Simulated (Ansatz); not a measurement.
# TaNbSi: a short molecular-dynamics run

Aim: set TaNbSi (an element-swapped structure, 9 atoms, not relaxed) in motion for 40 steps of 1 fs under a Nosé-Hoover thermostat at 900 K, and see how temperature, energy and positions respond.

All numbers below are computed with Ansatz 0.2.0 (DFT PBE, plane waves, PAW, scalar-relativistic, no spin polarisation).

## (1) The starting structure

The cell holds 9 atoms (Nb3Si3Ta3): a = 6.644 Å, b = 6.644 Å, c = 3.679 Å, α = 90.00°, β = 90.00°, γ = 120.00°.

Coordinates:

```
CELL_PARAMETERS angstrom
6.64352 0.00000 0.00000
-3.32176 5.75345 0.00000
0.00000 0.00000 3.67899
ATOMIC_POSITIONS crystal
Nb 0.58900 0.00000 0.50000
Nb 0.41100 0.41100 0.50000
Nb 0.00000 0.58900 0.50000
Ta 0.24200 0.00000 0.00000
Ta 0.75800 0.75800 0.00000
Ta 0.00000 0.24200 0.00000
Si 0.33330 0.66670 0.00000
Si 0.66670 0.33330 0.00000
Si 0.00000 0.00000 0.50000
```

## (2) The run

input.yaml

```yaml
crystal:
  lattice:
    - [6.64351541, 2.4e-07, 0.0]
    - [-3.321757, 5.75345352, 0.0]
    - [0.0, 0.0, 3.678991]
  atoms:
    - { symbol: Nb, position: [0.589, 0.0, 0.5] }
    - { symbol: Nb, position: [0.411, 0.411, 0.5] }
    - { symbol: Nb, position: [0.0, 0.589, 0.5] }
    - { symbol: Ta, position: [0.242, 0.0, 0.0] }
    - { symbol: Ta, position: [0.758, 0.758, 0.0] }
    - { symbol: Ta, position: [0.0, 0.242, 0.0] }
    - { symbol: Si, position: [0.3333, 0.6667, 0.0] }
    - { symbol: Si, position: [0.6667, 0.3333, 0.0] }
    - { symbol: Si, position: [0.0, 0.0, 0.5] }
kpoints:
  mp_grid: { grid: [3, 3, 4] }
magnetization:
  spin_polarized: false
scf:
  occupations: { method: gaussian, width: 0.1 }
hamiltonian:
  pseudopotentials: { kind: paw }
  xc: pbe
basis:
  ecutwfc: 420
md:
  timestep: 1.0
  n_steps: 40
  ensemble: nvt_nose_hoover
  temperature: 900.0
  initial_velocities: maxwell_boltzmann
  seed: 490051
```

The run is started by

```sh
> ansatz run input.yaml --threads 2 --pin off --max-ram 2560MiB --backend cpu --events-out ev --progress --plain --runs-dir out
```

Output:

```text
Warning: md: disabling space-group detection — thermal motion breaks the input geometry's symmetry, so no spatial operation reduces the k-mesh or symmetrises the density; time reversal is kept, so that k and −k are solved as one point where they differ and the mesh holds both, and exact exchange and, on two spinor components, a DFT+U term hold to it where the run has them: on two components no moment then forms, and a state that bears one, which a typed moment (crystal.atoms[].spin; refused beside efield: under a hybrid functional) reaches, can lie lower, under hf by electronvolts; crystal.symmetry.detect: false (a key that needs symmetry detection or time reversal refuses this as the deck is read) with time_reversal: false beside it drops time reversal too
Warning: RAYON_NUM_THREADS=2 ignored (pool sized by the plan → 2); use --threads N
Engine: ansatz 0.2.0, x86_64-unknown-linux-gnu
Pseudopotentials: kind: paw
Pseudopotential: Nb, paw, valence charge 13, recommended cutoff 420 eV (normal), Nb.paw.azcp
Pseudopotential: Ta, paw, valence charge 13, recommended cutoff 420 eV (normal), Ta.paw.azcp
Pseudopotential: Si, paw, valence charge 4, recommended cutoff 420 eV (normal), Si.paw.azcp
Functional definition: PBE
  parameter kappa = 0.804
  parameter beta = 0.06672455060314922
  exchange = pbe_x(kappa = kappa, mu = beta*pi^2/3)
  correlation = pbe_c(beta = beta)
Crystal: 9 atoms, lattice volume = 140.623 Å³
Basis set: ecut = 420 eV, 2749 PW (Γ), exchange–correlation on 90×90×50 points (8 copies of the dense FFT grid, shifted against one another)
Bands: 54, of which v1, the nominal top of the filled ones, is band 45 counted from 1 (44 counted from 0)
Symmetry: 1 space group operations
k-points: 19 of 36 (time reversal used)
Non-local potential: Nb, projectors of the file, l = 0: 3, l = 1: 2, l = 2: 2, l = 3: 1
Non-local potential: Ta, projectors of the file, l = 0: 3, l = 1: 2, l = 2: 2, l = 3: 1
Non-local potential: Si, projectors of the file, l = 0: 2, l = 1: 2, l = 2: 2
PAW form: soft (Blöchl's): semilocal exchange-correlation on the pseudo side does not see the compensation charge
PAW one-centre angular grid: Nb, 590 points (default); XC on 64 Gauss nodes
PAW one-centre angular grid: Ta, 590 points (default); XC on 64 Gauss nodes
PAW one-centre angular grid: Si, 110 points (default); XC on 64 Gauss nodes
Initial density: superposition of atomic densities (neutral atoms: chi_scale 0, normalization atom), corrected by the library's trained network
Initial wavefunctions: pseudopotential atomic-orbital guess
Functional: x = pbe(κ = 0.804, μ = 0.2195149727645171), c = pbe(β = 0.06672455060314922)
SCF iter   1: F=—  HF=-45364.213611 eV  |F-HF|=—  |Δ(HF+E_count)|=         —  Δρ=6.98e-3  dr2=8.65e-2  ethr=1.77e-3  ⟨swp⟩=5.9  Hψ=4049  notcnv=0
preconditioner: auto → Kerker (q_TF=auto, 2.533 Å⁻¹)  [metal: Δε(μ)=0.058 eV  Ē_g=5.069 eV  σ=0.100 eV  W_gap=0.31  n_scr=32 (ndim 8)  ℏωp=20.3 eV  f_vac=0.000  D(μ)=8.66/eV (n_scr^D=74)]
SCF iter   2: F=—  HF=-45364.198674 eV  |F-HF|=—  |Δ(HF+E_count)|=   1.49e-2  Δρ=3.83e-3  dr2=2.96e-2  ethr=9.61e-5  ⟨swp⟩=1.3  Hψ=1203  notcnv=0
SCF iter   3: F=—  HF=-45364.192630 eV  |F-HF|=—  |Δ(HF+E_count)|=   6.04e-3  Δρ=6.34e-4  dr2=7.69e-4  ethr=3.29e-5  ⟨swp⟩=2.0  Hψ=1314  notcnv=0
SCF iter   4: F=—  HF=-45364.192517 eV  |F-HF|=—  |Δ(HF+E_count)|=   1.13e-4  Δρ=2.61e-4  dr2=1.56e-4  ethr=8.55e-7  ⟨swp⟩=2.0  Hψ=1370  notcnv=0
SCF iter   5: F=—  HF=-45364.192494 eV  |F-HF|=—  |Δ(HF+E_count)|=   2.31e-5  Δρ=6.30e-5  dr2=7.26e-6  ethr=1.73e-7  ⟨swp⟩=2.0  Hψ=1237  notcnv=0
SCF iter   6: F=—  HF=-45364.192477 eV  |F-HF|=—  |Δ(HF+E_count)|=   1.64e-5  Δρ=1.86e-5  dr2=5.59e-7  ethr=8.07e-9  ⟨swp⟩=2.0  Hψ=1362  notcnv=0
SCF iter   7: F=—  HF=-45364.192477 eV  |F-HF|=—  |Δ(HF+E_count)|=   1.18e-7  Δρ=3.61e-6  dr2=3.17e-8  ethr=6.21e-10  ⟨swp⟩=2.0  Hψ=1362  notcnv=0
SCF iter   8: F=—  HF=-45364.192477 eV  |F-HF|=—  |Δ(HF+E_count)|=   2.89e-9  Δρ=2.14e-6  dr2=1.93e-8  ethr=1.00e-11  ⟨swp⟩=4.2  Hψ=3255  notcnv=0
SCF iter   9: F=-45364.192477 eV  HF=-45364.192477 eV  |F-HF|=7.28e-11  |Δ(HF+E_count)|=   2.07e-9  Δρ=4.25e-7  dr2=2.10e-10  ethr=1.00e-11  ⟨swp⟩=2.6  Hψ=3212  notcnv=0
SCF 1 converged in 9 iterations: F = -45364.192477 eV  dr2 = 2.10e-10
md step     0: t =     0.00 fs  T =   900.0 K  F+E_penalty+E_count = -45364.19247714 eV  E_kin = 0.930672 eV  conserved = -45363.26180514 eV  (9 SCF iters)
Initial density: handed on by an earlier stage of this run
Initial wavefunctions: those handed on with the density
iter 1 solved again at ethr=3.44e-6 eV; its pass at ethr=3.10e-3 eV (dr2=3.09e-3 eV) is discarded
SCF iter   1: F=—  HF=-45364.195602 eV  |F-HF|=—  |Δ(HF+E_count)|=         —  Δρ=1.03e-3  dr2=3.57e-3  ethr=3.44e-6  ⟨swp⟩=2.1  Hψ=4576  notcnv=0
preconditioner: auto → Kerker (q_TF=auto, 2.533 Å⁻¹)  [metal: Δε(μ)=0.013 eV  Ē_g=5.071 eV  σ=0.100 eV  W_gap=0.07  n_scr=32 (ndim 8)  ℏωp=20.3 eV  f_vac=0.000  D(μ)=9.98/eV (n_scr^D=100)]
SCF iter   2: F=—  HF=-45364.195132 eV  |F-HF|=—  |Δ(HF+E_count)|=   4.69e-4  Δρ=5.32e-4  dr2=5.92e-4  ethr=3.44e-6  ⟨swp⟩=2.1  Hψ=1198  notcnv=0
SCF iter   3: F=—  HF=-45364.194989 eV  |F-HF|=—  |Δ(HF+E_count)|=   1.44e-4  Δρ=1.85e-4  dr2=1.16e-4  ethr=6.57e-7  ⟨swp⟩=2.0  Hψ=1385  notcnv=0
SCF iter   4: F=—  HF=-45364.194967 eV  |F-HF|=—  |Δ(HF+E_count)|=   2.20e-5  Δρ=4.13e-5  dr2=4.54e-6  ethr=1.29e-7  ⟨swp⟩=2.0  Hψ=1423  notcnv=0
SCF iter   5: F=—  HF=-45364.194960 eV  |F-HF|=—  |Δ(HF+E_count)|=   6.41e-6  Δρ=1.76e-5  dr2=5.90e-7  ethr=5.05e-9  ⟨swp⟩=2.0  Hψ=1364  notcnv=0
SCF iter   6: F=—  HF=-45364.194960 eV  |F-HF|=—  |Δ(HF+E_count)|=   1.05e-7  Δρ=3.82e-6  dr2=3.44e-8  ethr=6.56e-10  ⟨swp⟩=2.0  Hψ=1331  notcnv=0
SCF iter   7: F=-45364.194960 eV  HF=-45364.194960 eV  |F-HF|=2.42e-9  |Δ(HF+E_count)|=   8.22e-9  Δρ=9.59e-7  dr2=2.97e-9  ethr=1.00e-11  ⟨swp⟩=4.1  Hψ=3266  notcnv=0
SCF 2 converged in 7 iterations: F = -45364.194960 eV  dr2 = 2.97e-9
md step     1: t =     1.00 fs  T =   902.4 K  F+E_penalty+E_count = -45364.19496025 eV  E_kin = 0.933163 eV  conserved = -45363.26179710 eV  (7 SCF iters)
iter 1 solved again at ethr=3.40e-6 eV; its pass at ethr=3.10e-3 eV (dr2=3.06e-3 eV) is discarded
SCF iter   1: F=—  HF=-45364.192231 eV  |F-HF|=—  |Δ(HF+E_count)|=         —  Δρ=1.03e-3  dr2=3.52e-3  ethr=3.40e-6  ⟨swp⟩=2.0  Hψ=4575  notcnv=0
preconditioner: auto → Kerker (q_TF=auto, 2.533 Å⁻¹)  [metal: Δε(μ)=0.017 eV  Ē_g=5.070 eV  σ=0.100 eV  W_gap=0.10  n_scr=32 (ndim 8)  ℏωp=20.3 eV  f_vac=0.000  D(μ)=9.98/eV (n_scr^D=100)]
SCF iter   2: F=—  HF=-45364.191767 eV  |F-HF|=—  |Δ(HF+E_count)|=   4.65e-4  Δρ=5.31e-4  dr2=5.85e-4  ethr=3.40e-6  ⟨swp⟩=2.0  Hψ=1176  notcnv=0
SCF iter   3: F=—  HF=-45364.191622 eV  |F-HF|=—  |Δ(HF+E_count)|=   1.45e-4  Δρ=1.86e-4  dr2=1.17e-4  ethr=6.50e-7  ⟨swp⟩=2.0  Hψ=1386  notcnv=0
SCF iter   4: F=—  HF=-45364.191602 eV  |F-HF|=—  |Δ(HF+E_count)|=   1.99e-5  Δρ=4.11e-5  dr2=4.45e-6  ethr=1.30e-7  ⟨swp⟩=2.0  Hψ=1424  notcnv=0
SCF iter   5: F=—  HF=-45364.191606 eV  |F-HF|=—  |Δ(HF+E_count)|=   4.34e-6  Δρ=1.75e-5  dr2=5.97e-7  ethr=4.94e-9  ⟨swp⟩=2.0  Hψ=1369  notcnv=0
SCF iter   6: F=—  HF=-45364.191606 eV  |F-HF|=—  |Δ(HF+E_count)|=   1.06e-7  Δρ=3.83e-6  dr2=3.43e-8  ethr=6.64e-10  ⟨swp⟩=2.0  Hψ=1329  notcnv=0
SCF iter   7: F=-45364.191606 eV  HF=-45364.191606 eV  |F-HF|=2.46e-9  |Δ(HF+E_count)|=   8.26e-9  Δρ=9.69e-7  dr2=3.02e-9  ethr=1.00e-11  ⟨swp⟩=4.1  Hψ=3253  notcnv=0
SCF 3 converged in 7 iterations: F = -45364.191606 eV  dr2 = 3.02e-9
md step     2: t =     2.00 fs  T =   899.2 K  F+E_penalty+E_count = -45364.19160592 eV  E_kin = 0.929829 eV  conserved = -45363.26177659 eV  (7 SCF iters)
[... from here on, the SCF cycles and remarks between the steps are left out ...]
md step     3: t =     3.00 fs  T =   890.6 K  F+E_penalty+E_count = -45364.18273239 eV  E_kin = 0.920987 eV  conserved = -45363.26174474 eV  (7 SCF iters)
md step     4: t =     4.00 fs  T =   877.2 K  F+E_penalty+E_count = -45364.16884633 eV  E_kin = 0.907145 eV  conserved = -45363.26170285 eV  (7 SCF iters)
md step     5: t =     5.00 fs  T =   859.7 K  F+E_penalty+E_count = -45364.15062091 eV  E_kin = 0.888976 eV  conserved = -45363.26165265 eV  (4 SCF iters)
md step     6: t =     6.00 fs  T =   838.7 K  F+E_penalty+E_count = -45364.12886712 eV  E_kin = 0.867293 eV  conserved = -45363.26159629 eV  (2 SCF iters)
```

## (3) The log goes on

The log, continued:

```text
md step     7: t =     7.00 fs  T =   815.2 K  F+E_penalty+E_count = -45364.10449994 eV  E_kin = 0.843012 eV  conserved = -45363.26153573 eV  (3 SCF iters)
md step     8: t =     8.00 fs  T =   790.2 K  F+E_penalty+E_count = -45364.07850225 eV  E_kin = 0.817118 eV  conserved = -45363.26147306 eV  (3 SCF iters)
md step     9: t =     9.00 fs  T =   764.6 K  F+E_penalty+E_count = -45364.05188870 eV  E_kin = 0.790625 eV  conserved = -45363.26141053 eV  (3 SCF iters)
md step    10: t =    10.00 fs  T =   739.3 K  F+E_penalty+E_count = -45364.02566902 eV  E_kin = 0.764546 eV  conserved = -45363.26135043 eV  (7 SCF iters)
md step    11: t =    11.00 fs  T =   715.5 K  F+E_penalty+E_count = -45364.00080975 eV  E_kin = 0.739847 eV  conserved = -45363.26129530 eV  (3 SCF iters)
md step    12: t =    12.00 fs  T =   693.8 K  F+E_penalty+E_count = -45363.97819425 eV  E_kin = 0.717410 eV  conserved = -45363.26124772 eV  (3 SCF iters)
md step    13: t =    13.00 fs  T =   675.0 K  F+E_penalty+E_count = -45363.95858467 eV  E_kin = 0.697999 eV  conserved = -45363.26120985 eV  (3 SCF iters)
md step    14: t =    14.00 fs  T =   659.7 K  F+E_penalty+E_count = -45363.94259005 eV  E_kin = 0.682222 eV  conserved = -45363.26118296 eV  (2 SCF iters)
md step    15: t =    15.00 fs  T =   648.4 K  F+E_penalty+E_count = -45363.93064454 eV  E_kin = 0.670515 eV  conserved = -45363.26116775 eV  (3 SCF iters)
md step    16: t =    16.00 fs  T =   641.3 K  F+E_penalty+E_count = -45363.92299655 eV  E_kin = 0.663128 eV  conserved = -45363.26116441 eV  (2 SCF iters)
md step    17: t =    17.00 fs  T =   638.4 K  F+E_penalty+E_count = -45363.91970868 eV  E_kin = 0.660127 eV  conserved = -45363.26117224 eV  (3 SCF iters)
md step    18: t =    18.00 fs  T =   639.6 K  F+E_penalty+E_count = -45363.92066677 eV  E_kin = 0.661400 eV  conserved = -45363.26118993 eV  (2 SCF iters)
md step    19: t =    19.00 fs  T =   644.7 K  F+E_penalty+E_count = -45363.92559646 eV  E_kin = 0.666677 eV  conserved = -45363.26121610 eV  (3 SCF iters)
md step    20: t =    20.00 fs  T =   653.3 K  F+E_penalty+E_count = -45363.93408561 eV  E_kin = 0.675550 eV  conserved = -45363.26124898 eV  (7 SCF iters)
md step    21: t =    21.00 fs  T =   664.8 K  F+E_penalty+E_count = -45363.94561060 eV  E_kin = 0.687497 eV  conserved = -45363.26128691 eV  (2 SCF iters)
md step    22: t =    22.00 fs  T =   678.8 K  F+E_penalty+E_count = -45363.95956506 eV  E_kin = 0.701918 eV  conserved = -45363.26132800 eV  (3 SCF iters)
md step    23: t =    23.00 fs  T =   694.5 K  F+E_penalty+E_count = -45363.97528926 eV  E_kin = 0.718154 eV  conserved = -45363.26137034 eV  (2 SCF iters)
md step    24: t =    24.00 fs  T =   711.3 K  F+E_penalty+E_count = -45363.99209850 eV  E_kin = 0.735524 eV  conserved = -45363.26141219 eV  (3 SCF iters)
md step    25: t =    25.00 fs  T =   728.5 K  F+E_penalty+E_count = -45364.00930961 eV  E_kin = 0.753344 eV  conserved = -45363.26145210 eV  (2 SCF iters)
md step    26: t =    26.00 fs  T =   745.5 K  F+E_penalty+E_count = -45364.02626416 eV  E_kin = 0.770957 eV  conserved = -45363.26148910 eV  (2 SCF iters)
md step    27: t =    27.00 fs  T =   761.8 K  F+E_penalty+E_count = -45364.04234771 eV  E_kin = 0.787748 eV  conserved = -45363.26152208 eV  (3 SCF iters)
md step    28: t =    28.00 fs  T =   776.7 K  F+E_penalty+E_count = -45364.05700494 eV  E_kin = 0.803158 eV  conserved = -45363.26155043 eV  (2 SCF iters)
md step    29: t =    29.00 fs  T =   789.8 K  F+E_penalty+E_count = -45364.06975032 eV  E_kin = 0.816701 eV  conserved = -45363.26157388 eV  (3 SCF iters)
md step    30: t =    30.00 fs  T =   800.7 K  F+E_penalty+E_count = -45364.08017458 eV  E_kin = 0.827962 eV  conserved = -45363.26159232 eV  (7 SCF iters)
md step    31: t =    31.00 fs  T =   809.0 K  F+E_penalty+E_count = -45364.08794755 eV  E_kin = 0.836609 eV  conserved = -45363.26160616 eV  (2 SCF iters)
md step    32: t =    32.00 fs  T =   814.6 K  F+E_penalty+E_count = -45364.09281778 eV  E_kin = 0.842384 eV  conserved = -45363.26161542 eV  (3 SCF iters)
md step    33: t =    33.00 fs  T =   817.3 K  F+E_penalty+E_count = -45364.09460952 eV  E_kin = 0.845109 eV  conserved = -45363.26162042 eV  (2 SCF iters)
md step    34: t =    34.00 fs  T =   816.8 K  F+E_penalty+E_count = -45364.09321802 eV  E_kin = 0.844675 eV  conserved = -45363.26162138 eV  (3 SCF iters)
md step    35: t =    35.00 fs  T =   813.3 K  F+E_penalty+E_count = -45364.08860378 eV  E_kin = 0.841039 eV  conserved = -45363.26161865 eV  (2 SCF iters)
md step    36: t =    36.00 fs  T =   806.7 K  F+E_penalty+E_count = -45364.08078606 eV  E_kin = 0.834216 eV  conserved = -45363.26161291 eV  (3 SCF iters)
md step    37: t =    37.00 fs  T =   797.1 K  F+E_penalty+E_count = -45364.06983623 eV  E_kin = 0.824274 eV  conserved = -45363.26160470 eV  (2 SCF iters)
md step    38: t =    38.00 fs  T =   784.6 K  F+E_penalty+E_count = -45364.05587161 eV  E_kin = 0.811328 eV  conserved = -45363.26159424 eV  (3 SCF iters)
md step    39: t =    39.00 fs  T =   769.3 K  F+E_penalty+E_count = -45364.03904973 eV  E_kin = 0.795534 eV  conserved = -45363.26158139 eV  (2 SCF iters)
iter 1 solved again at ethr=2.87e-6 eV; its pass at ethr=3.10e-3 eV (dr2=2.58e-3 eV) is discarded
SCF iter   1: F=—  HF=-45364.020105 eV  |F-HF|=—  |Δ(HF+E_count)|=         —  Δρ=8.25e-4  dr2=3.08e-3  ethr=2.87e-6  ⟨swp⟩=2.0  Hψ=4557  notcnv=0
preconditioner: auto → Kerker (q_TF=auto, 2.533 Å⁻¹)  [metal: Δε(μ)=0.046 eV  Ē_g=5.066 eV  σ=0.100 eV  W_gap=0.25  n_scr=32 (ndim 8)  ℏωp=20.3 eV  f_vac=0.000  D(μ)=5.72/eV (n_scr^D=44)]
SCF iter   2: F=—  HF=-45364.019721 eV  |F-HF|=—  |Δ(HF+E_count)|=   3.84e-4  Δρ=4.15e-4  dr2=5.56e-4  ethr=2.87e-6  ⟨swp⟩=2.0  Hψ=1177  notcnv=0
SCF iter   3: F=—  HF=-45364.019594 eV  |F-HF|=—  |Δ(HF+E_count)|=   1.27e-4  Δρ=1.63e-4  dr2=1.27e-4  ethr=6.18e-7  ⟨swp⟩=2.0  Hψ=1343  notcnv=0
SCF iter   4: F=—  HF=-45364.019571 eV  |F-HF|=—  |Δ(HF+E_count)|=   2.35e-5  Δρ=3.24e-5  dr2=2.06e-6  ethr=1.41e-7  ⟨swp⟩=2.0  Hψ=1414  notcnv=0
SCF iter   5: F=—  HF=-45364.019563 eV  |F-HF|=—  |Δ(HF+E_count)|=   7.78e-6  Δρ=1.27e-5  dr2=2.96e-7  ethr=2.29e-9  ⟨swp⟩=2.0  Hψ=1437  notcnv=0
SCF iter   6: F=—  HF=-45364.019563 eV  |F-HF|=—  |Δ(HF+E_count)|=   4.42e-8  Δρ=2.24e-6  dr2=1.27e-8  ethr=3.29e-10  ⟨swp⟩=2.0  Hψ=1309  notcnv=0
SCF iter   7: F=-45364.019563 eV  HF=-45364.019563 eV  |F-HF|=2.02e-9  |Δ(HF+E_count)|=   2.52e-9  Δρ=7.90e-7  dr2=2.31e-9  ethr=1.00e-11  ⟨swp⟩=4.0  Hψ=3227  notcnv=0
SCF 41 converged in 7 iterations: F = -45364.019563 eV  dr2 = 2.31e-9
md step    40: t =    40.00 fs  T =   751.5 K  F+E_penalty+E_count = -45364.01956296 eV  E_kin = 0.777083 eV  conserved = -45363.26156666 eV  (7 SCF iters)
NSCF: frozen V_eff on 19 k-points
the band table was solved once a step of the walk had ended and its energy, with any forces and stress, was formed, with the checks that follow a solve (4016 applications of the Hamiltonian). They found nothing against the state; the energy, forces and stress were not computed again (output.eigenvalues in the input reference)
SCF converged after 7 iterations
Free energy (F): -45364.019563 eV
Harris-Foulkes:  -45364.019563 eV  (|F-HF|=2.02e-9)
Internal energy: -45363.990890 eV  (E = F + TS)
E sigma→0 (E₀):  -45364.005226 eV
Entropy (-TS):   -0.028673 eV (-3.186 meV/atom)
Fermi energy:    17.714557 eV
--- Per-component energies (eV) ---
  E_band       = -464.336283
  E_kinetic    = 2431.117530
  E_local      = -4176.951895  (includes V_loc(G=0)·N_el)
  E_nonlocal   = 484.150450
  E_hartree    = 1438.832974
  E_xc         = -1360.450804
  E_vxc        = -1408.328727  (∫ρ·V_xc dr)
  E_paw        = -35951.172823  (= ΣΔE_a)
  E_vpaw       = -671.990202  (= ΣTr[D̂ρ^β])
  E_aug_tail   = 0.000499  (compensation charges beyond the density's cutoff)
  E_ewald      = -8229.516821
  E_smearing   = -0.028673  (= −TS)
  E_closure    = 0.000000  (closes the sum)
  Σ components = -45364.019563   (vs F -45364.019563, Δ=0.00e0)
--- Forces (eV/Å), atoms counted from 1 ---
  atom   1  Nb    -0.57742987    -0.86330212     1.10340039
  atom   2  Nb    -0.71233974    -0.24998059    -0.71118953
  atom   3  Nb    -0.04143829     0.54688626     0.40842634
  atom   4  Ta    -0.27391113     0.78676007    -0.80111515
  atom   5  Ta     0.68732725     0.78185871     0.00855205
  atom   6  Ta     0.34423574    -0.97411663    -2.18890336
  atom   7  Si     0.09318330     0.19284027    -0.04854785
  atom   8  Si    -0.05373688     0.24156521     0.25955341
  atom   9  Si     0.53411684    -0.46251100     1.96982650
  max |Σ_I F_I| component: 7.22e-6 eV/Å
--- Band table (eV; the first three rows and the last of 19) ---
  k-point 0: bands = ["-49.6930", "-49.6600", "-49.6046", "-37.1675", "-37.1523", "-37.1433", "-16.6089", "-16.4319", "-16.3804", "-16.3710", "-16.2976", "-16.2663", "-16.2422", "-16.1672", "-16.1076", "-13.4102", "-13.2999", "-13.2863", "-13.2652", "-13.2593", "-13.2414", "-13.1755", "-13.1546", "-13.1486", "6.8177", "8.9647", "9.6414", "12.3236", "12.5077", "12.8826", "13.0011", "13.7269", "13.9426", "14.0960", "14.6067", "14.7864", "15.7334", "15.8213", "15.9438", "15.9969", "16.0803", "16.2286", "16.3050", "17.2526", "17.3901", "17.7811", "18.2442", "18.4743", "18.5818", "18.7637", "18.8250", "19.3911", "20.0552", "20.2481"]
  k-point 1: bands = ["-49.6921", "-49.6592", "-49.6037", "-37.1656", "-37.1497", "-37.1407", "-16.5999", "-16.4477", "-16.4091", "-16.3822", "-16.3472", "-16.3206", "-16.2297", "-16.1551", "-16.0984", "-13.4163", "-13.3198", "-13.2896", "-13.2810", "-13.2698", "-13.2590", "-13.1770", "-13.1622", "-13.1531", "7.5855", "9.2223", "9.4638", "12.8683", "13.0020", "13.2890", "13.3998", "13.4950", "13.5924", "14.1700", "14.2498", "14.3744", "15.1094", "15.1616", "15.5632", "15.7160", "15.8496", "16.7578", "16.8130", "16.9029", "17.0514", "17.4009", "18.1395", "18.6298", "19.1741", "19.2733", "19.3938", "19.5393", "20.4507", "20.5106"]
  k-point 2: bands = ["-49.6912", "-49.6584", "-49.6028", "-37.1636", "-37.1472", "-37.1382", "-16.5891", "-16.4638", "-16.4402", "-16.4066", "-16.3826", "-16.3714", "-16.2175", "-16.1439", "-16.0894", "-13.4225", "-13.3783", "-13.3138", "-13.2892", "-13.2630", "-13.2393", "-13.1843", "-13.1692", "-13.1547", "8.9821", "9.1768", "9.2837", "12.0937", "12.9933", "13.1858", "13.1900", "13.5624", "13.6725", "14.2951", "14.3719", "14.4652", "15.2372", "15.4176", "15.5810", "15.8968", "16.1405", "16.6070", "16.7745", "16.9085", "17.4107", "17.9711", "18.1077", "18.9860", "19.2136", "19.3268", "19.6969", "19.8333", "20.0072", "20.0501"]
  k-point 18: bands = ["-49.6920", "-49.6593", "-49.6038", "-37.1629", "-37.1519", "-37.1412", "-16.5936", "-16.4502", "-16.4156", "-16.3841", "-16.3449", "-16.3165", "-16.2224", "-16.1596", "-16.1030", "-13.3940", "-13.3142", "-13.3035", "-13.2813", "-13.2725", "-13.2417", "-13.1933", "-13.1725", "-13.1563", "8.0281", "8.9771", "9.2468", "12.0849", "12.6715", "13.0047", "13.3633", "13.5537", "13.9479", "14.3717", "14.6197", "14.7680", "15.1998", "15.2965", "15.5415", "15.7020", "16.0569", "16.3320", "16.4858", "17.2625", "17.5647", "17.9859", "18.4154", "18.5809", "18.9354", "19.1362", "19.3916", "19.7035", "19.7969", "20.1824"]
--- MD trajectory: 40 steps, t = 0.0 → 40.0 fs ---
  final state: T = 751.5 K   F+E_penalty+E_count = -45364.01956296 eV   E_kin = 0.777083 eV
  conserved energy: peak-to-peak 6.407e-4 eV (7.119e-5 eV/atom) over 40.0 fs
```

It took 53 s on 2 threads of AMD EPYC 9R45 (Zen 5), shared host; peak memory 0.64 GiB.

(Part 1 of 2 ends here.)
